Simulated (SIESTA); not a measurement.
## HfB in SIESTA: the effect of functional

HfB:

```
Hf B
1.0
     0.00000    2.31000    2.31000
     2.31000    0.00000    2.31000
     2.31000    2.31000    0.00000
Hf B
1 1
Direct
  0.50000 0.50000 0.50000
  0.00000 0.00000 0.00000
```

Alike in all runs:

```yaml
Program: SIESTA 5.4.2
Task: band structure
Potentials_or_basis: PseudoDojo 0.4 standard (PBE files)
Basis: DZP (energy shift 0.003 Ry; two zetas on semicore shells)
Grid_cutoff: 800 Ry
Energy_shift: 0.003 Ry
k_mesh: 10 × 10 × 10
Occupations: fermi-dirac, width 0.05 eV
Spin: no spin polarisation
```

```tsv
functional	pressure (GPa)
PBE	31.7
vdW-DF	?
vdW-DF2	40.5
optB88-vdW	31.8
vdW-DF-C09	26.6
vdW-DF-cx	27.3
```

Q: What does the run with functional vdW-DF give?

A: Pressure 36.9 GPa.

Caveats: short orbitals over semicore shells can move pressures by several GPa; the basis of atomic orbitals isn't converged, which shifts pressures, moduli and gaps; the potentials were made for another functional, which shifts forces and pressure (some runs); a pressure of tens of GPa on the cell as given is suspect, and the run, the potentials or the cell itself is likely at fault (some runs).
